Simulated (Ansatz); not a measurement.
**Si2GeH8: basis-set convergence**

One table from this session's results is given with a row withheld; the runs are named, their logs left out.

The runs use Ansatz 0.2.0, Gaussian basis; one geometry, several basis sets.

Levels to be run: PBE0-D4/def2-SVP; ωB97M-V/def2-SVP; PBE0-D4/def2-QZVPP; ωB97M-V/def2-QZVPP; the functionals' def2-TZVPP values are taken from earlier runs.

## The geometry

All runs share one geometry, relaxed beforehand with PBE0-D4 in a triple-zeta def2 set.

SMILES `[SiH3][SiH2][GeH3]`, 11 atoms, charge 0, spin multiplicity 1.

Atoms are counted from 1 here; the program's logs count them from 0.

Bond lengths: Si1–Si2 2.337 Å, Si1–H4 1.488 Å, Si1–H5 1.488 Å, Si1–H6 1.488 Å, Si2–Ge3 2.380 Å, Si2–H7 1.490 Å, Si2–H8 1.490 Å, Ge3–H9 1.538 Å, Ge3–H10 1.538 Å, Ge3–H11 1.538 Å. Angles: Si2–Si1–H4 111.3°, Si2–Si1–H5 109.7°, Si2–Si1–H6 109.7°, H4–Si1–H5 108.8°, H4–Si1–H6 108.8°, H5–Si1–H6 108.6°, Si1–Si2–Ge3 110.4°, Si1–Si2–H7 109.9°, Si1–Si2–H8 109.9°, Ge3–Si2–H7 109.3°, Ge3–Si2–H8 109.3°, H7–Si2–H8 108.2°, Si2–Ge3–H9 110.2°, Si2–Ge3–H10 110.2°, Si2–Ge3–H11 111.3°, H9–Ge3–H10 108.2°, H9–Ge3–H11 108.5°, H10–Ge3–H11 108.5°.

Geometry (Å):

```mol
GeH8Si2
  3D, bonds by distance, orders not assigned

 11 10  0  0  0  0  0  0  0  0999 V2000
   -1.3023    1.3350   -0.6330 Si  0  0
   -0.4337   -0.8162   -0.3523 Si  0  0
    1.6008   -0.7337    0.8799 Ge  0  0
   -2.5760    1.3084   -1.4010 H   0  0
   -0.3205    2.1807   -1.3640 H   0  0
   -1.5587    1.9496    0.6974 H   0  0
   -0.1783   -1.4364   -1.6823 H   0  0
   -1.4155   -1.6673    0.3760 H   0  0
    1.3576   -0.1080    2.2637 H   0  0
    2.6360    0.1279    0.1372 H   0  0
    2.1906   -2.1402    1.0784 H   0  0
  1  2  8  0
  2  3  8  0
  1  4  8  0
  1  5  8  0
  1  6  8  0
  2  7  8  0
  2  8  8  0
  3  9  8  0
  3 10  8  0
  3 11  8  0
M  END
```

Set-up of the first run:

The input, in.yaml:

```yaml
crystal:
  periodic: [false, false, false]
  atoms:
    - {symbol: Si, position_ang: [-1.302271, 1.335033, -0.632979]}
    - {symbol: Si, position_ang: [-0.433702, -0.816236, -0.352328]}
    - {symbol: Ge, position_ang: [1.600812, -0.733706, 0.879886]}
    - {symbol: H, position_ang: [-2.576046, 1.308381, -1.401049]}
    - {symbol: H, position_ang: [-0.320517, 2.180705, -1.363978]}
    - {symbol: H, position_ang: [-1.558674, 1.949622, 0.697398]}
    - {symbol: H, position_ang: [-0.178325, -1.436387, -1.682299]}
    - {symbol: H, position_ang: [-1.415521, -1.667256, 0.375977]}
    - {symbol: H, position_ang: [1.357609, -0.107951, 2.263745]}
    - {symbol: H, position_ang: [2.636037, 0.127945, 0.137159]}
    - {symbol: H, position_ang: [2.190618, -2.140171, 1.078448]}
basis:
  gaussian: {orbitals: def2-SVP}
hamiltonian: {xc: pbe0, dispersion: d4}
output: {orbitals: {seedname: orbitals}}
```

Started as:

```console
$ ansatz run in.yaml --threads 4 --pin off --events-out ev --progress --plain --max-ram 10444MiB
```

Steps of the session up to this table: PBE0-D4 in def2-SVP; ωB97M-V in def2-SVP; PBE0-D4 in def2-QZVPP; ωB97M-V in def2-QZVPP.

One table of the session follows, with a row left open; its other results are not shown here.

It belongs to the step «Functionals by basis». 

| functional | basis | HOMO (eV) | LUMO (eV) |
| --- | --- | --- | --- |
| PBE0-D4 | def2-SVP | -8.03 | 0.00 |
| PBE0-D4 | def2-TZVPP | -7.98 | -0.20 |
| PBE0-D4 | def2-QZVPP | -7.98 | -0.29 |
| ωB97M-V | def2-SVP | ? | ? |
| ωB97M-V | def2-TZVPP | -9.95 | 1.51 |
| ωB97M-V | def2-QZVPP | -9.95 | 1.22 |

Q: Estimate the row for ωB97M-V, def2-SVP from the others.

As computed: HOMO (eV): -9.96; LUMO (eV): 1.83. In the column «HOMO (eV)» it is the lowest.
